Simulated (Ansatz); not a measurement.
Input of an Ansatz 0.2.0 run:

The input input:

```
crystal:
  lattice:
    - [3.44484848, 0.0, 0.0]
    - [0.0, 3.44484848, 0.0]
    - [0.0, 0.0, 3.44484848]
  atoms:
    - { symbol: W, position: [0.5, 0.5, 0.5] }
    - { symbol: S, position: [0.0, 0.0, 0.0] }
hamiltonian:
  xc: hse06
  pseudopotentials: { kind: paw }
kpoints:
  mp_grid: { grid: [4, 4, 4] }
  band_path:
    path:
      - [[0.0, 0.0, 0.0], [0.0, 0.5, 0.0], [0.5, 0.5, 0.0], [0.0, 0.0, 0.0], [0.5, 0.5, 0.5], [0.0, 0.5, 0.0]]
      - [[0.5, 0.5, 0.0], [0.5, 0.5, 0.5]]
    npoints: 4
scf:
  occupations: { method: fermi_dirac, width: 0.05 }
  n_extra_bands: 6
output:
  forces: true
  stress: true
  eigenvalues: true
  fatbands: false
```

Task: Predict the pressure.

Result: -39.2 GPa.

Task: Estimate the band gap on the k mesh.

Result: None (metal or under the smearing width).

Levels at the corners of the path, in eV from the Fermi level:
```csv
point,band 6,band 7,band 8,band 9,band 10,band 11,band 12,band 13,band 14,band 15
Γ,-3.48,-3.48,-3.03,-3.03,-3.03,-0.92,0.88,0.88,0.88,8.99
X,-8.52,-3.94,-3.94,-2.83,1.05,1.18,2.66,2.66,3.66,5.53
M,-6.09,-6.09,-3.68,-1.98,-0.56,-0.56,-0.34,1.61,2.89,8.33
Γ,-3.48,-3.48,-3.03,-3.03,-3.03,-0.92,0.88,0.88,0.88,8.99
R,-6.78,-6.78,-6.78,1.68,1.68,2.29,2.29,2.29,3.22,3.22
X,-8.52,-3.94,-3.94,-2.83,1.05,1.18,2.66,2.66,3.66,5.53
M,-6.09,-6.09,-3.68,-1.98,-0.56,-0.56,-0.34,1.61,2.89,8.33
R,-6.78,-6.78,-6.78,1.68,1.68,2.29,2.29,2.29,3.22,3.22
```

Caveat: the k mesh is coarse (spacing up to 0.46 Å⁻¹), so the values aren't converged, least of all with exact exchange; a pressure of tens of GPa on the cell as given is suspect, and the run, the potentials or the cell itself is likely at fault; spin-orbit coupling is left out, which moves the levels of the heavy elements; the PAW data sets come from PBE, with cores solved anew for the run's functional, which leaves a small shift of forces and pressure; the thresholds are loose for stress.
